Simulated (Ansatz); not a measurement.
# InGaP2: the cost of one run

Program: Ansatz 0.2.0. Level of theory: DFT PBEsol, scalar-relativistic, plane waves, PAW. These are calculated values, not measurements.

## (1) Starting point

The structure is tetragonal, space group P-4m2 (No. 115). Conventional cell: a = 3.999 Å, b = 3.999 Å, c = 5.656 Å, α = 90.00°, β = 90.00°, γ = 90.00°. In (site symmetry -4m2) is surrounded by 4 P at 2.45 Å. Around Ga (site symmetry -4m2) lie 4 P at 2.45 Å. P (site symmetry 2mm) has 2 In at 2.45 Å and 2 Ga at 2.45 Å as nearest neighbours.

Coordinates:

```cif
data_structure
_symmetry_space_group_name_H-M 'P-4m2'
_symmetry_Int_Tables_number 115
_cell_length_a 3.9992
_cell_length_b 3.9992
_cell_length_c 5.6558
_cell_angle_alpha 90.000
_cell_angle_beta 90.000
_cell_angle_gamma 90.000
_cell_volume 90.46
loop_
_atom_site_label
_atom_site_type_symbol
_atom_site_symmetry_multiplicity
_atom_site_Wyckoff_symbol
_atom_site_fract_x
_atom_site_fract_y
_atom_site_fract_z
_atom_site_occupancy
In1 In 1 c 0.50000 0.50000 0.50000 1
Ga1 Ga 1 a 0.00000 0.00000 0.00000 1
P1 P 2 g 0.00000 0.50000 0.75000 1
```

(A quick probe on a coarse mesh, which set the mesh and smearing, is not shown.)

## (3) A loose first relaxation

input.yaml

```yaml
crystal:
  lattice:
    - [5.65575, 0.0, 0.0]
    - [0.0, -5.65575, 0.0]
    - [0.0, 0.0, -5.65575]
  atoms:
    - { symbol: In, position: [0.0, 0.5, 0.5] }
    - { symbol: In, position: [0.5, 0.0, 0.5] }
    - { symbol: Ga, position: [0.5, 0.5, 0.0] }
    - { symbol: Ga, position: [0.0, 0.0, 0.0] }
    - { symbol: P, position: [0.25, 0.25, 0.25] }
    - { symbol: P, position: [0.75, 0.75, 0.25] }
    - { symbol: P, position: [0.75, 0.25, 0.75] }
    - { symbol: P, position: [0.25, 0.75, 0.75] }
basis:
  ecutwfc: 420
kpoints:
  mp_grid: { grid: [4, 4, 4] }
hamiltonian:
  xc: pbesol
scf:
  occupations: { method: gaussian, width: 0.1 }
output:
  forces: true
  stress: true
  eigenvalues: true
relax:
  adjacent_minimum: "off"
  f_tol: 0.05
  max_steps: 80
  cell: { stress_tol: 0.5 }
```

On the command line:

```bash
> ansatz run input.yaml --threads 2 --pin off --max-ram 5120MiB --backend cpu --events-out ev --progress --plain --runs-dir out
```

Q: Estimate wall time and peak memory on 2 threads of Intel Xeon Platinum 8488C (Sapphire Rapids), shared host.

About 20 s, with a peak of 0.56 GiB.
